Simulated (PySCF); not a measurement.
# [CoS2]-: singlet, from a bent start

The task is one start of a wider search on [CoS2]-: the singlet, from a bent start. It is relaxed, tested by its Hessian and followed downhill if it is a saddle.

The runs use PySCF 2.14.0; B3LYP, basis Co def2-SVPD, S def2-SVPD, no relativity, density fitting.

### 1 The system as given

3 atoms, charge -1, spin multiplicity 1.

Bond lengths: Co1–S2 1.970 Å, Co1–S3 1.970 Å. Angles: S2–Co1–S3 110.0°.

```xyz
3
charge -1 multiplicity 1
Co    0.0000    0.0000   -0.5880
S     1.6137    0.0000    0.5419
S    -1.6137    0.0000    0.5419
```

### 2 Relaxing the singlet from the bent start

One driver script runs all steps and calls PySCF; scf.py shows how it sets up the SCF of each step. The optimiser is the driver's own. Before each start the driver seeks the lowest SCF state from one or more starting densities and follows internal instabilities, so scf.py alone need not reach the same state.

The program finds C2v symmetry in the start, which this walk keeps.

The input, scf.py:

```python
from pyscf import gto, scf, dft
mol = gto.M(atom='''
Co     0.000000     0.000000    -0.587989
S      1.613700    -0.000000     0.541911
S     -1.613700     0.000000     0.541911''',
    basis={'Co': 'def2-SVPD', 'S': 'def2-SVPD'},
    charge=-1, spin=0)
mf = dft.RKS(mol, xc='B3LYP')
mf.grids.atom_grid = (50, 194)
aux = {'Co': 'def2-universal-JKFIT', 'S': 'def2-universal-JKFIT'}
mf = mf.density_fit(auxbasis=aux)
mf.kernel()
```

Energy and gradient, step by step:

```
step   energy (Eh)  change (kJ/mol)  largest symmetric gradient (Eh/bohr)
   0  -2178.866199             0.00                               0.01119
   1  -2178.869549            -8.80                               0.01029
   2  -2178.875644           -24.80                               0.01208
   3  -2178.876660           -27.47                               0.00966
   4  -2178.877223           -28.94                               0.00439
   5  -2178.877371           -29.33                               0.00034
   6  -2178.877376           -29.34                               0.00007
```

The walk took 11 s on 4 threads, shared host.

Positions (Å) and forces (eV/Å) along the way:

```
step 0
Co   0.000   0.000  -0.588   0.000   0.000   0.575
S    1.614   0.000   0.542   0.565   0.000  -0.288
S   -1.614   0.000   0.542  -0.565   0.000  -0.288
step 1
Co   0.000   0.000  -0.540   0.001   0.000   0.529
S    1.666   0.000   0.518   0.419   0.000  -0.265
S   -1.666   0.000   0.518  -0.420   0.000  -0.264
step 3
Co   0.000   0.000  -0.314   0.000   0.000   0.496
S    1.880   0.000   0.405  -0.383   0.000  -0.248
S   -1.880   0.000   0.405   0.383   0.000  -0.248
step 6
Co   0.000   0.000  -0.240   0.000   0.000   0.004
S    1.899   0.000   0.368  -0.004   0.000  -0.002
S   -1.899   0.000   0.368   0.004   0.000  -0.002
```

It settles in C2v symmetry, 29.3 kJ/mol below the start, after 6 steps: Co–S 1.994 Å (×2); S–Co–S 144.5°.

### 3 Vibrations and properties at this point

The point is checked on the finer grid, and tightened if its gradient asks for it. The Hessian and the dipole derivatives come from central differences of analytic gradients, with steps of 0.01 bohr.

scf.py: that of step 2 with these lines changed.

```diff
@@ -3,3 +3,3 @@
-Co     0.000000     0.000000    -0.587989
-S      1.613700    -0.000000     0.541911
-S     -1.613700     0.000000     0.541911''',
+Co     0.000000     0.000000    -0.316418
+S      1.898526    -0.000000     0.291619
+S     -1.898526     0.000000     0.291619''',
@@ -9 +9 @@
-mf.grids.atom_grid = (50, 194)
+mf.grids.atom_grid = (75, 302)
```

The driver hands on the density of the step before, so the log starts near convergence.

SCF at the final geometry:

```text
init E= -2178.87733390364
  HOMO = -0.0585440549574443  LUMO = 0.035295019276492  gap/eV = 2.55349
cycle= 1 E= -2178.87733364343  delta_E= 2.6e-07  |g|= 0.00128  |ddm|= 0.000864
  HOMO = -0.0582699082665004  LUMO = 0.0356116844682663  gap/eV = 2.55465
cycle= 2 E= -2178.87731579735  delta_E= 1.78e-05  |g|= 0.0106  |ddm|= 0.00717
  HOMO = -0.0585145426907241  LUMO = 0.0353292136434531  gap/eV = 2.55362
cycle= 3 E= -2178.87733390713  delta_E= -1.81e-05  |g|= 2.98e-05  |ddm|= 0.0064
  HOMO = -0.0585145680997474  LUMO = 0.0353291881634012  gap/eV = 2.55362
cycle= 4 E= -2178.87733390749  delta_E= -3.59e-10  |g|= 1.23e-06  |ddm|= 3.48e-05
  HOMO = -0.0585146349933474  LUMO = 0.0353291219301513  gap/eV = 2.55362
cycle= 5 E= -2178.87733390749  delta_E=    0  |g|= 6.12e-07  |ddm|= 1.07e-06
  HOMO = -0.0585144612844122  LUMO = 0.0353293256215625  gap/eV = 2.55362
Extra cycle  E= -2178.87733390749  delta_E= 1.82e-12  |g|= 4.69e-06  |ddm|= 3.56e-06
converged SCF energy = -2178.87733390749
```

The whole step took 19 s.

Geometry: C2v; Co–S 1.994 Å (×2); S–Co–S 144.5°.

Modes, for the most abundant isotopes:

| symmetry | ω (cm⁻¹) | IR (km/mol) | μ (u) | type |
| --- | --- | --- | --- | --- |
| a1 | 95 | 3.6 | 39.32 | bend |
| a1 | 449 | 10.4 | 33.70 | stretch |
| b2 | 566 | 160 | 41.36 | stretch |

No imaginary mode, so this is a minimum.

Constants and moments:

| Item | Value |
| --- | --- |
| Dipole moment about the centre of mass | 1.21 D |
| Highest occupied level | -1.59 eV |
| Lowest empty level | 0.96 eV |
| Rotational constants | 1.487, 0.07314, 0.06971 cm⁻¹ |
| Zero-point energy | 6.6 kJ/mol |
| Principal polarisabilities | 70.0, 80.4, 148.7 bohr³ |
| Principal traceless quadrupole moments about the centre of mass | -17.22, 7.70, 9.53 D Å |
| Entropy at 298.15 K and 1 bar | 287.5 J/(mol K) |
| Heat capacity Cp at 298.15 K | 51.7 J/(mol K) |
| Enthalpy at 298.15 K above 0 K | 13.03 kJ/mol |
| Rotational symmetry number | 2 |

Populations by atom (charges in e):

```json
{"atom": "Co1", "Mulliken": "0.28", "Löwdin": "0.02", "polar tensor": "0.58", "Mayer order to Co1": "–"}
{"atom": "S2,3", "Mulliken": "-0.64", "Löwdin": "-0.51", "polar tensor": "-0.79", "Mayer order to Co1": "1.82"}
```

Outer orbital energies (eV). occupied: -3.76, -3.45, -2.92, -2.69, -2.45, -2.08, -1.74, -1.59; empty: 0.96, 1.24, 3.35, 3.95.

Mulliken populations on Co1: s 6.75, p 12.49, d 7.48, f 0.00.

### 4 Stability of the closed shell

At the lowest minimum the closed shell is tested against spin polarisation, on the (50, 194) grid. It is unstable: an open-shell solution lies lower. That solution was not followed to a minimum here.

### 5 Outcome

| quantity | value |
| --- | --- |
| minimum | singlet, C2v (closed shell, unstable towards spin polarisation) |
| geometry | Co–S 1.994 Å (×2); S–Co–S 144.5° |
| wavenumbers (cm⁻¹) | 95 (a1), 449 (a1), 566 (b2) |
| dipole moment (centre of mass) | 1.21 D |
| highest occupied, lowest empty level | -1.59, 0.96 eV |
| polar-tensor charge of Co1 | +0.58 e |
| zero-point energy | 6.6 kJ/mol |

**Reading.** The molecule stays C2v, as typed, and the end point is a minimum. In the infrared the band at 566 cm⁻¹ (b2, stretch) leads. Other starts or spin states, not run here, may lie lower. Spin polarisation would lower this closed shell, so its numbers describe a constrained state.

The search up to here took 55 s.
